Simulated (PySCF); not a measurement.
**[Sm(NH3)3]2+: other functionals and bases at one geometry**

The task here is to estimate one member of a computed series from the others.

Program: PySCF 2.14.0. Level of theory: several levels, as the steps say, no spin–orbit coupling. These are calculated values, not measurements.

1 further run of the same task is left out (for a known fault of the program).

## The system as given

13 atoms, charge 2, spin multiplicity 1.

Bond lengths: Sm1–N2 2.681 Å, Sm1–N6 2.680 Å, Sm1–N10 2.679 Å, N2–H3 1.027 Å, N2–H4 1.027 Å, N2–H5 1.027 Å, N6–H7 1.027 Å, N6–H8 1.027 Å, N6–H9 1.027 Å, N10–H11 1.027 Å, N10–H12 1.027 Å, N10–H13 1.027 Å. Angles: N2–Sm1–N6 120.0°, N2–Sm1–N10 120.0°, N6–Sm1–N10 120.0°, Sm1–N2–H3 115.0°, Sm1–N2–H4 115.1°, Sm1–N2–H5 115.0°, H3–N2–H4 103.4°, H3–N2–H5 103.4°, H4–N2–H5 103.4°, Sm1–N6–H7 115.0°, Sm1–N6–H8 114.9°, Sm1–N6–H9 115.0°, H7–N6–H8 103.4°, H7–N6–H9 103.4°, H8–N6–H9 103.4°, Sm1–N10–H11 115.0°, Sm1–N10–H12 115.0°, Sm1–N10–H13 115.0° and more.

As a file:

```tsv
atom	x (Å)	y (Å)	z (Å)
Sm1	-0.0006	-0.0008	-0.0006
N2	2.6803	-0.0001	0.0057
H3	3.1116	-0.2441	0.9055
H4	3.1174	-0.6557	-0.6532
H5	3.1145	0.9004	-0.2303
N6	-1.3403	2.3207	0.0094
H7	-1.0097	3.0105	0.6951
H8	-1.3176	2.8375	-0.8781
H9	-2.3437	2.2425	0.2141
N10	-1.3402	-2.3210	-0.0151
H11	-1.9899	-2.4520	0.7696
H12	-1.9300	-2.4760	-0.8416
H13	-0.7516	-3.1619	0.0194
```

Formal oxidation states: Sm +2. Each metal's 6 4f electrons lie in its core potential, so multiplicities, spins and levels count the valence alone. An earlier session relaxed this geometry at PBE0, Sm lcecp-0-SVP with ECP52, N def2-SVP, H def2-SVP (singlet, point group C1).

At PBE0 on the finer grid: E = -197.780170 Eh, frontier levels not given, since the 4f levels lie in the core, Mulliken charge on Sm1 +1.31 e, largest force component 0.005 eV/Å. 

Levels to run: M06-L; CAM-B3LYP; PBE0, TZVP. Hardware: 2 threads of Arm Neoverse V2, shared host.

The first run:

Input file run.py (the lines that set the calculation):

```python
mol = gto.M(atom='''
Sm    -0.00065    -0.00082    -0.00056
N      2.68025    -0.00005     0.00570
H      3.11161    -0.24413     0.90550
H      3.11737    -0.65573    -0.65322
H      3.11447     0.90039    -0.23029
N     -1.34028     2.32072     0.00940
H     -1.00974     3.01047     0.69506
H     -1.31765     2.83751    -0.87810
H     -2.34374     2.24254     0.21413
N     -1.34016    -2.32101    -0.01507
H     -1.98989    -2.45199     0.76960
H     -1.93004    -2.47598    -0.84156
H     -0.75155    -3.16191     0.01942''',
    basis={'Sm': 'lcecp-0-SVP', 'N': 'def2-SVP', 'H': 'def2-SVP'},
    ecp={'Sm': 'lcecp-0-SVP'},
    charge=2, spin=0)
mf = dft.RKS(mol, xc='M06L')
mf.grids.atom_grid = (75, 302)  # f atoms: unpruned, at least (60, 302)
mf = mf.density_fit()  # fitting sets: Sm AutoAux, N def2-universal-JKFIT, H def2-universal-JKFIT
mf.conv_tol = 1e-08; mf.max_cycle = 55
mf.kernel(dm0)  # dm0: the density of the relaxed state
```

The run is started by

```
$ OMP_NUM_THREADS=2 python run.py
```

Steps of the session up to this table: M06-L; CAM-B3LYP; PBE0, TZVP.

One of the session's tables, all rows but one given; the rest of the session is left out.

| level | charge on Sm1 (e) | largest force component (eV/Å) |
| --- | --- | --- |
| PBE0 (relaxed here) | 1.31 | 0.00 |
| M06-L | 1.38 | 0.10 |
| CAM-B3LYP | ? | ? |
| PBE0, TZVP | 1.62 | 0.41 |

**Question.** Estimate the row for CAM-B3LYP.

The run gave: charge on Sm1 (e): 1.29; largest force component (eV/Å): 0.04. In the column «charge on Sm1 (e)» it is the lowest.

The largest leftover force, 0.41 eV/Å with PBE0, TZVP, stands at a geometry relaxed at another level. With 4f in the core, its levels are missing from HOMO and gap, and its count is fixed, so no charge can pass from the ligands into it. Total energies of different levels can't be compared.
